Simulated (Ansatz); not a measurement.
NaLaMnMoO6:

```
Na La Mn Mo O
1.0
     5.43212   -0.01130   -0.00034
     2.44365    4.93484   -0.01855
     0.10940    2.68471    5.04562
Na La Mn Mo O
1 1 1 1 6
Direct
  0.69740 0.05972 0.73638
  0.41072 0.51412 0.00994
  0.92147 0.57866 0.41655
  0.21633 0.97870 0.33337
  0.56869 0.61375 0.56391
  0.40995 0.05114 0.05764
  0.31236 0.21070 0.45135
  0.04288 0.86047 0.12140
  0.05836 0.76646 0.60633
  0.86183 0.36628 0.20313
```

The cell was built by a generator and needn't be a form met in nature.

| Property | Result |
| --- | --- |
| Program | Ansatz 0.2.0 |
| Task | relaxation of cell and atoms |
| Functional | PBEsol |
| Potentials or basis | Ansatz PAW |
| Cutoff | 420 eV (not typed: the program's choice for these potentials) |
| k mesh | 4 × 5 × 4 |
| Occupations | fermi-dirac, width 0.05 eV |
| Spin | collinear spin, ferromagnetic start |
| Starting moments | [0.0, 0.0, 4.0, 1.0, 0.0, 0.0, 0.0, 0.0, 0.0, 0.0] μB |

At the start: volume 13.57 Å³/atom.

Where does the relaxation end?

It ends after 21 steps and the volume is 12.93 Å³/atom (-4.7 %); space group P1 (No. 1, to 0.05 Å); moment 4.99 μB per cell.

Step by step:
```tsv
step	energy change (eV)	largest force (eV/Å)	volume (Å³)
1	0.0000	0.2805	135.66
2	-0.0757	0.4219	129.78
3	-0.0954	0.1700	130.69
4	-0.1039	0.1384	130.39
5	-0.1144	0.1338	129.47
6	-0.1210	0.1563	128.96
7	-0.1355	0.1344	129.51
8	-0.1390	0.1405	129.56
9	-0.1392	0.0858	129.78
10	-0.1404	0.0375	129.62
11	-0.1408	0.0517	129.64
12	-0.1412	0.0495	129.67
13	-0.1415	0.0375	129.66
14	-0.1419	0.0146	129.63
15	-0.1422	0.0161	129.57
16	-0.1422	0.0152	129.58
17	-0.1423	0.0053	129.57
18	-0.1278	0.0054	129.57
19	-0.1294	0.0160	129.19
20	-0.1289	0.0084	129.35
21	-0.1283	0.0084	129.35
```

Final structure:
```
Na La Mn Mo O
1.0
     5.36723   -0.08662   -0.01817
     2.34568    4.74064   -0.11475
     0.05393    2.50578    4.98709
Na La Mn Mo O
1 1 1 1 6
Direct
  0.70016 0.06302 0.71655
  0.41343 0.51931 0.00548
  0.91711 0.58247 0.41366
  0.22061 0.97404 0.33597
  0.57592 0.63412 0.57099
  0.42081 0.02500 0.05867
  0.30533 0.24698 0.42673
  0.02732 0.87201 0.11331
  0.06925 0.73647 0.60826
  0.85005 0.34658 0.25038
```

Caveat: the plane-wave basis is chosen anew once the cell has moved, so the energies of steps on either side of that aren't comparable; the pressure holds a Pulay correction of +0.6 GPa for the finite cutoff; a cell with one magnetic atom can't hold antiferromagnetic order, which such compounds often take; the PAW data sets come from PBE, with cores solved anew for the run's functional, which leaves a small shift of forces and pressure.
